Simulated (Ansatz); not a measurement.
# PtSTe: the cell at several levels of theory

Aim: relax PtSTe (Janus 1T monolayer) with PBE, r2SCAN, PBEsol, LDA and HSE06 and see how far the functionals disagree on the cell. This is a trial cell built on a prototype, not taken from a measured structure, and it needn't be the compound's ground state.

Code: Ansatz 0.2.0. PAW datasets, plane waves, zero pressure. The structure was generated, not taken from experiment, and needn't be the ground state; spin polarisation is off.

## (1) The system as given

The sheet's in-plane cell has a = 3.880 Å, b = 3.880 Å (γ = 120.0°), and its outermost atoms lie 3.15 Å apart along the normal. Around Pt lie 3 S at 2.74 Å and 3 Te at 2.74 Å; around S lie 3 Pt at 2.74 Å; around Te lie 3 Pt at 2.74 Å.

As a file:

```cif
data_structure
_symmetry_space_group_name_H-M 'P 1'
_symmetry_Int_Tables_number 1
_cell_length_a 3.8796
_cell_length_b 3.8796
_cell_length_c 18.0000
_cell_angle_alpha 90.000
_cell_angle_beta 90.000
_cell_angle_gamma 120.000
_cell_volume 234.63
loop_
_atom_site_label
_atom_site_type_symbol
_atom_site_fract_x
_atom_site_fract_y
_atom_site_fract_z
_atom_site_occupancy
Pt1 Pt 0.00000 0.00000 0.50000 1
S1 S 0.33333 0.66667 0.58758 1
Te1 Te 0.66667 0.33333 0.41242 1
```
Two periodic directions, a and b.

## (2) Relaxing with PBE

Input file input.yaml:

```yaml
crystal:
  lattice:
    - [3.87963596, 0.0, 0.0]
    - [-1.93981798, 3.3598632988, 0.0]
    - [0.0, 0.0, 18.0]
  atoms:
    - { symbol: Pt, position: [0.0, 0.0, 0.5] }
    - { symbol: S, position: [0.3333333333, 0.6666666667, 0.5875802014] }
    - { symbol: Te, position: [0.6666666667, 0.3333333333, 0.4124197986] }
  periodic: [true, true, false]
kpoints:
  mp_grid: { grid: [12, 12, 1] }
hamiltonian:
  xc: pbe
scf:
  occupations: { method: fermi_dirac, width: 0.02 }
relax:
  f_tol: 0.005
  cell: {}
```

Launch:

```
$ ansatz run input.yaml --threads 4 --pin off --max-ram 5529MiB --backend cpu --events-out ev --progress --plain --runs-dir out
```

Further steps of the session: Relaxing with r2SCAN; Relaxing with PBEsol; Relaxing with LDA; HSE06: cell and atoms.

What does the calculation give? Wanted: for each run, a; area; SCF geometries.

The runs gave:

| level | a (Å) | area (Å²/atom) | SCF geometries |
| --- | --- | --- | --- |
| PBE | 3.811 | 4.193 | 7 |
| r2SCAN | 3.773 | 4.110 | 6 |
| PBEsol | 3.759 | 4.080 | 6 |
| LDA | 3.732 | 4.020 | 7 |
| HSE06 | 3.760 | 4.080 | 6 |

What this shows: The first relaxation changed the area by -3.5 % from the start. LDA gives the smallest cell and PBE the largest; they differ by 4.3 % in area, a mean of 2.1 % in length. The meshes differ: PBE 12×12×1, r2SCAN 12×12×1, PBEsol 12×12×1, LDA 12×12×1, HSE06 6×6×1.
